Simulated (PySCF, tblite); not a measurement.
# C₂H₂F₅Si radical: geometry, infrared bands and EPR parameters

What infrared bands and EPR parameters should C₂H₂F₅Si radical (`FC(F)(F)C(F)(F)[SiH2]`) show?

Programs: tblite 0.8.0 and PySCF 2.14.0, with density-fitted response routines of our own. Each step states its level of theory. These are calculated values for one molecule in the gas phase, unless marked as measured. Atoms count from 0, in the outputs and in this text.

**1. The molecule as given**

10 atoms, charge 0, multiplicity 2; geometry from: force field or distance geometry start.

Bonds of the start (Å): F0–C1 1.34, C1–F2 1.37, C1–F3 1.35, C1–C4 1.52, C4–F5 1.36, C4–F6 1.38, C4–Si7 1.85, Si7–H8 1.48, Si7–H9 1.49.

**2. Geometry optimisation with GFN2-xTB**

Job settings and geometry (Å):

```
{"job": {"kind": "relax", "xc": "GFN2-xTB", "basis": "xTB"}, "charge": 0, "multiplicity": 2}
F     -1.194600     1.447200    -0.061500
C     -1.088800     0.166600     0.335600
F     -0.826100     0.183700     1.681200
F     -2.301900    -0.406200     0.176100
C     -0.004700    -0.588800    -0.420000
F      0.036400    -1.893900    -0.026000
F     -0.324600    -0.631500    -1.759900
Si     1.692500     0.124300    -0.267400
H      1.811000     1.500900    -0.805800
H      2.209800     0.102600     1.125200
```

Run with:

```sh
$ OMP_NUM_THREADS=1 python probes_run.py task.json out
```

The driver reads the jobs from task.json and runs them one after another.

What it wrote:

```text
step      E/eV     max force
  0    -833.30859    2.968
  1    -833.44849    1.237
  2    -833.49392    0.420
  3    -833.51608    0.454
  4    -833.52957    0.327
  5    -833.53463    0.170
  6    -833.53768    0.156
  7    -833.53995    0.187
  8    -833.54201    0.172
  9    -833.54402    0.114
 10    -833.54565    0.107
 11    -833.54678    0.085
 12    -833.54766    0.099
 13    -833.54845    0.091
 14    -833.54910    0.075
 15    -833.54964    0.062
 16    -833.55010    0.061
 17    -833.55055    0.060
 18    -833.55097    0.061
 19    -833.55130    0.051
 20    -833.55154    0.047
 21    -833.55176    0.045
 22    -833.55202    0.070
 23    -833.55237    0.076
 24    -833.55276    0.065
 25    -833.55305    0.054
 26    -833.55321    0.037
 27    -833.55331    0.032
 28    -833.55341    0.027
 29    -833.55350    0.025
 30    -833.55354    0.012
 31    -833.55355    0.009
```

Along the way:

| step | energy from step 0 (eV) | largest force (eV/Å) |
| --- | --- | --- |
| 0 | 0.0000 | 2.9682 |
| 1 | -0.1399 | 1.2374 |
| 2 | -0.1853 | 0.4204 |
| 3 | -0.2075 | 0.4542 |
| 4 | -0.2210 | 0.3265 |
| 5 | -0.2260 | 0.1702 |
| 6 | -0.2291 | 0.1555 |
| 7 | -0.2314 | 0.1869 |
| 8 | -0.2334 | 0.1719 |
| 9 | -0.2354 | 0.1137 |
| 10 | -0.2371 | 0.1068 |
| 11 | -0.2382 | 0.0853 |
| 12 | -0.2391 | 0.0988 |
| 13 | -0.2399 | 0.0913 |
| 14 | -0.2405 | 0.0752 |
| 15 | -0.2410 | 0.0617 |
| 16 | -0.2415 | 0.0613 |
| 17 | -0.2420 | 0.0599 |
| 18 | -0.2424 | 0.0613 |
| 19 | -0.2427 | 0.0511 |
| 20 | -0.2430 | 0.0471 |
| 21 | -0.2432 | 0.0450 |
| 22 | -0.2434 | 0.0698 |
| 23 | -0.2438 | 0.0757 |
| 24 | -0.2442 | 0.0649 |
| 25 | -0.2445 | 0.0538 |
| 26 | -0.2446 | 0.0366 |
| 27 | -0.2447 | 0.0323 |
| 28 | -0.2448 | 0.0269 |
| 29 | -0.2449 | 0.0252 |
| 30 | -0.2450 | 0.0121 |
| 31 | -0.2450 | 0.0088 |

Close pairs (by a distance rule), those that changed most:

| bond | before (Å) | after (Å) | change (Å) |
| --- | --- | --- | --- |
| C4–Si7 | 1.847 | 1.947 | +0.100 |
| Si7–H9 | 1.486 | 1.453 | -0.033 |
| Si7–H8 | 1.483 | 1.453 | -0.030 |
| C1–F2 | 1.371 | 1.341 | -0.030 |
| C1–F3 | 1.351 | 1.329 | -0.022 |
| C4–F6 | 1.378 | 1.361 | -0.017 |
| C1–C4 | 1.522 | 1.531 | +0.009 |
| F0–C1 | 1.345 | 1.341 | -0.004 |

The end geometry stands in the next job.

**3. Vibrational analysis with GFN2-xTB**

Job settings and geometry (Å):

```
{"job": {"kind": "ir", "xc": "GFN2-xTB", "basis": "xTB"}, "charge": 0, "multiplicity": 2}
F     -1.109176     1.420920    -0.082586
C     -1.064724     0.143800     0.325081
F     -0.753436     0.172260     1.629493
F     -2.291021    -0.355383     0.215587
C      0.015319    -0.613970    -0.452001
F      0.004325    -1.906007    -0.024774
F     -0.357377    -0.641738    -1.760590
Si     1.761062     0.214740    -0.213373
H      1.691338     1.520742    -0.845843
H      2.112571     0.049291     1.186477
```

What it wrote:

```text
mode    cm-1     km/mol
  1      36.3      2.33
  2      87.8      0.37
  3     125.3      6.53
  4     172.6      2.68
  5     210.9      0.54
  6     245.6      1.75
  7     338.5      0.32
  8     362.2     54.48
  9     384.0      6.56
 10     484.2      2.11
 11     520.8      0.66
 12     525.1     57.12
 13     564.0     60.23
 14     570.8     17.15
 15     667.2     72.18
 16     681.2     69.15
 17     895.7     48.44
 18    1031.8     60.53
 19    1078.0    310.69
 20    1093.4    283.26
 21    1119.4     81.75
 22    1185.5    131.92
 23    2355.1     46.33
 24    2390.8    373.65
```

The strongest bands and the atoms that carry them (share of the mass-weighted mode):

| cm⁻¹ | km/mol | atoms |
| --- | --- | --- |
| 667 | 72.2 | H8 29 %, H9 29 % |
| 681 | 69.2 | H8 18 %, H9 18 %, F0 16 %, F2 16 % |
| 1032 | 60.5 | C4 71 %, F6 13 %, F5 13 % |
| 1078 | 310.7 | C1 73 %, F0 12 %, F2 12 % |
| 1093 | 283.3 | C1 55 %, C4 15 % |
| 1119 | 81.8 | C4 43 %, C1 36 % |
| 1186 | 131.9 | C1 54 %, C4 30 % |
| 2391 | 373.6 | H9 48 %, H8 47 % |

**4. Optimising the geometry at PBE0-D3(BJ)/def2-SVP**

The job, as its differences from that of step 3:

```diff
@@ -1,2 +1,2 @@
-{"job": {"kind": "ir", "xc": "GFN2-xTB", "basis": "xTB"}, "charge": 0, "multiplicity": 2}
+{"job": {"xc": "PBE0", "basis": "def2-SVP", "d3": "d3bj", "grid": 1, "kind": "geom"}, "charge": 0, "multiplicity": 2}
 F     -1.109176     1.420920    -0.082586
```

What it wrote:

```text
step   0  E = -864.85476991  max force = 0.021268
step   1  E = -864.85879144  max force = 0.007140
step   2  E = -864.85897335  max force = 0.001659
step   3  E = -864.85900561  max force = 0.000694
step   4  E = -864.85900920  max force = 0.000356
optimisation converged
```

Wall time 78 s (1 thread, shared host).

Step by step:

| step | energy from step 0 (eV) | largest force component (eV/Å) |
| --- | --- | --- |
| 0 | 0.0000 | 1.0936 |
| 1 | -0.1094 | 0.3672 |
| 2 | -0.1144 | 0.0853 |
| 3 | -0.1153 | 0.0357 |
| 4 | -0.1154 | 0.0183 |

Distances of close pairs at the start and the end, largest changes first:

| bond | before (Å) | after (Å) | change (Å) |
| --- | --- | --- | --- |
| Si7–H9 | 1.453 | 1.491 | +0.038 |
| Si7–H8 | 1.453 | 1.490 | +0.038 |
| F0–C1 | 1.341 | 1.330 | -0.011 |
| C1–F2 | 1.341 | 1.331 | -0.011 |
| C4–F6 | 1.361 | 1.354 | -0.007 |
| C4–F5 | 1.361 | 1.354 | -0.007 |
| C1–F3 | 1.329 | 1.324 | -0.004 |
| C1–C4 | 1.531 | 1.535 | +0.004 |

The end geometry stands in the next job.

| at the end point | value |
| --- | --- |
| point group (found at 0.08 Å tolerance) | Cs |
| rotational constants (GHz, main isotopes) | 2.284, 1.469, 1.333 |
| dipole moment (D) | 1.95 |
| ⟨S²⟩ | 0.752 |

**5. EPR parameters: B3LYP/IGLO-III+pcH-1**

Job settings and geometry (Å):

```
{"job": {"kind": "epr"}, "charge": 0, "multiplicity": 2}
F     -1.202809     1.396972    -0.084257
C     -1.108605     0.142361     0.348211
F     -0.812581     0.164157     1.645196
F     -2.281213    -0.452243     0.189373
C     -0.005242    -0.590984    -0.426979
F      0.009131    -1.866538     0.027715
F     -0.391059    -0.610390    -1.724918
Si     1.780023     0.164618    -0.284541
H      1.789178     1.545155    -0.846171
H      2.232404     0.111302     1.134699
```

Level: UKS B3LYP, IGLO-III on C F Si, pcH-1 on H, non-relativistic, mean-field spin-orbit, GIAO.

What it wrote:

```text
UKS, coarse grid
  cycle   1  E = -866.13723957  |g| = 8.32e-01
  cycle   2  E = -865.73334885  |g| = 1.46e+00
  cycle   3  E = -866.34906340  |g| = 5.42e-02
  cycle   4  E = -866.34960996  |g| = 4.12e-02
  cycle   5  E = -866.35013563  |g| = 1.07e-02
  cycle   6  E = -866.35016873  |g| = 2.02e-03
  cycle   7  E = -866.35017133  |g| = 9.84e-04
UKS, final grid
  cycle   1  E = -866.35025354  |g| = 1.35e-03
  cycle   2  E = -866.35025286  |g| = 2.06e-03
  cycle   3  E = -866.35025417  |g| = 1.59e-04
  cycle   4  E = -866.35025418  |g| = 2.40e-05
E = -866.35025418 Eh   <S^2> = 0.7516 (exact 0.7500)
g shifts (ppm)      1          2          3
  rmc          -137       -137       -137
  gc             10         61         54
  oz_so        -119        609       2062
  total        -246        533       1979
hyperfine (MHz)  atom isotope    a_iso     a_fc   dipolar eigenvalues
    0   19F      10.90      10.88     -6.58     -4.43     11.01
    1   13C      18.53      18.53     -1.97     -1.46      3.43
    2   19F      11.16      11.14     -6.62     -4.50     11.12
    3   19F      15.80      15.73    -12.83    -12.66     25.49
    4   13C       1.75       1.77     -3.38     -3.37      6.75
    5   19F      14.40      14.43     -5.24     -1.50      6.74
    6   19F      14.45      14.48     -5.26     -1.45      6.71
    7  29Si    -561.93    -563.26   -174.53     86.91     87.62
    8    1H      50.87      50.86     -9.46      0.76      8.69
    9    1H      50.60      50.59     -9.45      0.76      8.70
```

It took 2.4 min on 1 thread, shared host.

Principal g values 2.00207, 2.00285, 2.00430; g(iso) = 2.00307, against 2.00232 for a free electron.

Mean a(iso) over the nuclei that a row names, and the largest dipolar term of the row (other rows stand at the frozen geometry):

| nuclei | isotope | a(iso) (MHz) | a(iso) (G, at g = 2.0023) | largest dipolar term (MHz) |
| --- | --- | --- | --- | --- |
| Si7 | 29Si | -561.9 | -200.5 | -174.5 |
| H8, H9 | 1H | 50.7 | 18.1 | -9.5 |
| C1 | 13C | 18.5 | 6.6 | 3.4 |
| F5, F6 | 19F | 14.4 | 5.1 | 6.7 |
| F0, F2, F3 | 19F | 12.6 | 4.5 | 25.5 |
| C4 | 13C | 1.8 | 0.6 | 6.8 |

Mulliken spin populations:

| atom | value (e) |
| --- | --- |
| F0 | 0.00 |
| C1 | 0.01 |
| F2 | 0.00 |
| F3 | 0.00 |
| C4 | 0.00 |
| F5 | 0.00 |
| F6 | 0.00 |
| Si7 | 0.95 |
| H8 | 0.02 |
| H9 | 0.02 |

In first order the couplings over 0.8 MHz of 1H, 19F give 36 distinct lines over 60.0 G, if the averaged nuclei exchange fast.

Orbitals, density, ELF and potential are computed afterwards from the orbital file.

ELF in a plane through or near 4 of the atoms.

Ten even steps from ' ' (0.00) to '@' (0.99):
```
                                                        
                                                        
                                                        
          --++##**::                                    
      ..++%%@@@@@@**..                                  
      ==%%@@@@@@@@%%--                                  
    ..##@@@@@@@@@@@@**::::::::..                        
    ..**%%@@@@@@##++**%%##--..--::    ::==--..          
    ..==**%%%%..====..@@@@--%%++**....##%%##==..        
      ..--++==..####::%%@@****@@@@====##++%%##::        
          ::--..::::  ****++**%%::..##++--%%##--..      
          ..::==--::::::..  ::--..::==**%%%%**::        
            ..::----::        ::----::..--==--..        
              ........          ..                      
                                                        
                                                        
                                                        
                                                        
                                                        
                                                        
```
The map spans 9.9 Å across and 8.1 Å up, centred on the molecule. Atoms in the plane (x, y in Å): C1 (1.1, -0.5), F3 (2.3, -0.1), C4 (0.1, 0.7), Si7 (-1.8, 0.3).

log10 of the density (e/Å³) in the same plane.

Values, 10 rows by 14 columns:
```
-4.0 -4.0 -4.0 -4.0 -4.0 -4.0 -4.0 -4.0 -4.0 -4.0 -4.0 -4.0 -4.0 -4.0
-4.0 -4.0 -3.6 -3.1 -2.9 -3.0 -2.9 -2.6 -2.7 -3.2 -4.0 -4.0 -4.0 -4.0
-4.0 -3.3 -2.5 -1.9 -1.7 -1.8 -1.7 -1.3 -1.4 -2.1 -3.0 -3.7 -4.0 -4.0
-3.6 -2.7 -1.8 -1.2 -0.8 -0.9 -0.7 -0.3 -0.7 -1.6 -2.0 -2.4 -3.3 -4.0
-3.6 -2.5 -1.5 -0.6  0.6  0.0  0.1  1.4 -0.1 -0.6  0.0 -0.8 -2.2 -3.7
-3.7 -2.7 -1.7 -0.8  0.2 -0.3 -0.5 -0.2  0.5  0.3  1.7  0.0 -1.8 -3.4
-4.0 -3.1 -2.2 -1.4 -1.0 -1.2 -1.5 -0.8 -0.1 -0.4 -0.7 -1.3 -2.4 -3.7
-4.0 -3.8 -3.0 -2.4 -2.2 -2.3 -2.2 -1.5 -1.1 -1.5 -2.3 -2.8 -3.6 -4.0
-4.0 -4.0 -3.9 -3.4 -3.1 -3.2 -3.1 -2.5 -2.2 -2.5 -3.1 -3.9 -4.0 -4.0
-4.0 -4.0 -4.0 -4.0 -4.0 -4.0 -4.0 -4.0 -3.7 -3.9 -4.0 -4.0 -4.0 -4.0
```
The map spans 9.9 Å across and 8.1 Å up, centred on the molecule. Atoms in the plane (x, y in Å): C1 (1.1, -0.5), F3 (2.3, -0.1), C4 (0.1, 0.7), Si7 (-1.8, 0.3).

On the surface of density 0.002 e/bohr³ the electrostatic potential runs, from the 1st to the 99th percentile, from -0.45 V near F6 to 1.48 V near H9.

The spin density lies nearest to Si7 71 %; H8, H9 about 9 % each.

**6. Outcome**

```
                                 quantity                    value
strongest single infrared mode (GFN2-xTB)    2391 cm⁻¹, 374 km/mol
             zero-point energy (GFN2-xTB)            24.5 kcal/mol
                              point group                       Cs
     rotational constants (main isotopes)     2.28, 1.47, 1.33 GHz
                           g(iso) (B3LYP)                  2.00307
                                     ⟨S²⟩       0.752 (exact 0.75)
       largest a(iso) (averaged by class)  29Si on Si7, -561.9 MHz
    surface potential, 1st and 99th percentile       -0.45 V and 1.48 V
```

The optimisation took 31 steps and gained 0.245 eV; among the close pairs (by a distance rule), C4–Si7 changed most, from 1.847 to 1.947 Å (GFN2-xTB). No mode is imaginary among the 24: a minimum at this level. The strongest single mode, at 2391 cm⁻¹, moves mainly H9 and H8. GFN2-xTB is a fitted tight-binding method: band positions and strengths are rough. Its intensities can rank the bands wrongly. Relaxing lowered the energy by 0.115 eV in 4 steps; the close pair that moved most is Si7–H9, from 1.453 to 1.491 Å (PBE0/def2-SVP). No frequency check was run at this level, so the end point may be a saddle. Most of the unpaired spin sits on Si7 (0.95 e). The isotropic g lies 0.8 ppt above the free-electron value.
